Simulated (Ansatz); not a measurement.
**CH₄F₂OSi₂: a ladder of functionals and wavefunction methods**

The task here is to estimate one member of a computed series from the others.

Method: functionals in def2-TZVPP, the program's frozen cores in correlated methods; program: Ansatz 0.2.0, Gaussian basis.

Levels to be run: PBE-D4, r2SCAN-D4, PBE0-D4, B3LYP-D4, ωB97X-V, ωB97M-V, B2PLYP; CCSD(T)/def2-TZVPP; MP2/def2-QZVPP; extrapolation to the limit.

## The geometry

An earlier PBE0-D4 in a triple-zeta def2 set relaxation fixed the geometry.

SMILES `O=C([SiH3])[SiH](F)F`, 10 atoms, charge 0, spin multiplicity 1.

Atoms are counted from 1 here; the program's logs count them from 0.

Bond lengths: O1–C2 1.216 Å, C2–Si3 1.939 Å, C2–Si4 1.922 Å, Si3–H7 1.486 Å, Si3–H8 1.482 Å, Si3–H9 1.486 Å, Si4–F5 1.589 Å, Si4–F6 1.587 Å, Si4–H10 1.474 Å. Angles: O1–C2–Si3 120.8°, O1–C2–Si4 116.1°, Si3–C2–Si4 123.1°, C2–Si3–H7 108.5°, C2–Si3–H8 109.1°, C2–Si3–H9 107.1°, H7–Si3–H8 111.8°, H7–Si3–H9 109.0°, H8–Si3–H9 111.2°, C2–Si4–F5 108.9°, C2–Si4–F6 108.1°, C2–Si4–H10 112.8°, F5–Si4–F6 107.3°, F5–Si4–H10 110.1°, F6–Si4–H10 109.5°.

Set-up of the first run:

in.yaml reads:

```yaml
crystal:
  periodic: [false, false, false]
  atoms:
    - {symbol: O, position_ang: [-1.142448, -1.394801, 0.849308]}
    - {symbol: C, position_ang: [-0.439735, -0.560983, 0.311827]}
    - {symbol: Si, position_ang: [0.130069, -0.781639, -1.528445]}
    - {symbol: Si, position_ang: [0.057713, 0.949179, 1.391231]}
    - {symbol: F, position_ang: [1.559688, 1.345679, 1.059171]}
    - {symbol: F, position_ang: [-0.857456, 2.177030, 0.974717]}
    - {symbol: H, position_ang: [0.051191, 0.538014, -2.206977]}
    - {symbol: H, position_ang: [-0.732823, -1.790301, -2.186594]}
    - {symbol: H, position_ang: [1.548069, -1.225161, -1.495806]}
    - {symbol: H, position_ang: [-0.091168, 0.691882, 2.834568]}
basis:
  gaussian: {orbitals: def2-TZVPP}
hamiltonian: {xc: pbe, dispersion: d4}
output: {forces: true, orbitals: {seedname: orbitals}}
```

Command:

```sh
$ ansatz run in.yaml --threads 4 --pin off --events-out ev --progress --plain --max-ram 10444MiB
```

Steps of the session up to this table: PBE-D4 (GGA); r2SCAN-D4 (meta-GGA); PBE0-D4 (hybrid); B3LYP-D4 (hybrid); ωB97X-V (range-separated); ωB97M-V (range-separated); B2PLYP (double hybrid); CCSD(T) in def2-TZVPP; MP2 in def2-QZVPP.

One of the session's tables, all rows but one given; the rest of the session is left out.

It belongs to the step «Atomisation energies». 

| method | atomisation energy (eV) |
| --- | --- |
| PBE-D4 | 39.802 |
| r2SCAN-D4 | 39.262 |
| PBE0-D4 | 38.776 |
| B3LYP-D4 | 39.050 |
| ωB97X-V | 39.398 |
| ωB97M-V | 39.281 |
| B2PLYP | 38.760 |
| HF/def2-TZVPP | ? |
| MP2/def2-TZVPP | 39.209 |
| CCSD/def2-TZVPP | 37.465 |
| CCSD(T)/def2-TZVPP | 38.130 |
| MP2/CBS | 40.415 |
| CCSD(T)/CBS | 39.337 |

Estimate the missing values for HF/def2-TZVPP.

As computed: atomisation energy (eV): 28.307. In the column «atomisation energy (eV)» it is the lowest.
